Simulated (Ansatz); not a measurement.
# ZnO: the cost of one run

Program: Ansatz 0.2.0. Level of theory: DFT PBE, scalar-relativistic, plane waves, PAW. These are calculated values, not measurements.

### 1 Starting point

It takes space group P6_3mc (No. 186, hexagonal). Conventional cell: a = 3.249 Å, b = 3.249 Å, c = 5.206 Å, α = 90.00°, β = 90.00°, γ = 120.00°. Zn (site symmetry 3m) is surrounded by 4 O at 1.97 to 1.98 Å. O (site symmetry 3m) is surrounded by 4 Zn at 1.97 to 1.98 Å.

As a file:

```
CELL_PARAMETERS angstrom
3.24931 0.00000 0.00000
-1.62465 2.81398 0.00000
0.00000 0.00000 5.20571
ATOMIC_POSITIONS crystal
Zn 0.33333 0.66667 0.50000
Zn 0.66667 0.33333 0.00000
O 0.66667 0.33333 0.37901
O 0.33333 0.66667 0.87901
```

The structure rests on an entry of the Crystallography Open Database; cell or positions may have been set otherwise for this series.

### 2 Relaxing cell and atoms: ZnO, no spin

Input file input.yaml:

```yaml
crystal:
  lattice:
    - [3.249308, 0.0, 0.0]
    - [-1.624654, 2.8139832727, 0.0]
    - [0.0, 0.0, 5.205709]
  atoms:
    - { symbol: Zn, position: [0.3333333333, 0.6666666667, 0.5] }
    - { symbol: Zn, position: [0.6666666667, 0.3333333333, 0.0] }
    - { symbol: O, position: [0.6666666667, 0.3333333333, 0.37901] }
    - { symbol: O, position: [0.3333333333, 0.6666666667, 0.87901] }
scf:
  occupations: { method: gaussian, width: 0.02 }
output:
  forces: true
  stress: true
  eigenvalues: true
kpoints:
  mp_grid: { grid: [21, 21, 12] }
hamiltonian:
  xc: pbe
relax:
  f_tol: 0.005
  adjacent_minimum: "off"
  cell: { stress_tol: 0.02 }
```

On the command line:

```sh
$ ansatz run input.yaml --threads 4 --pin off --max-ram 14336MiB --backend cpu --events-out ev --progress --plain --runs-dir out
```

What time and memory should one allow on 4 threads of Intel Xeon Platinum 8488C (Sapphire Rapids), shared host?

About 63 s, with a peak of 0.69 GiB.
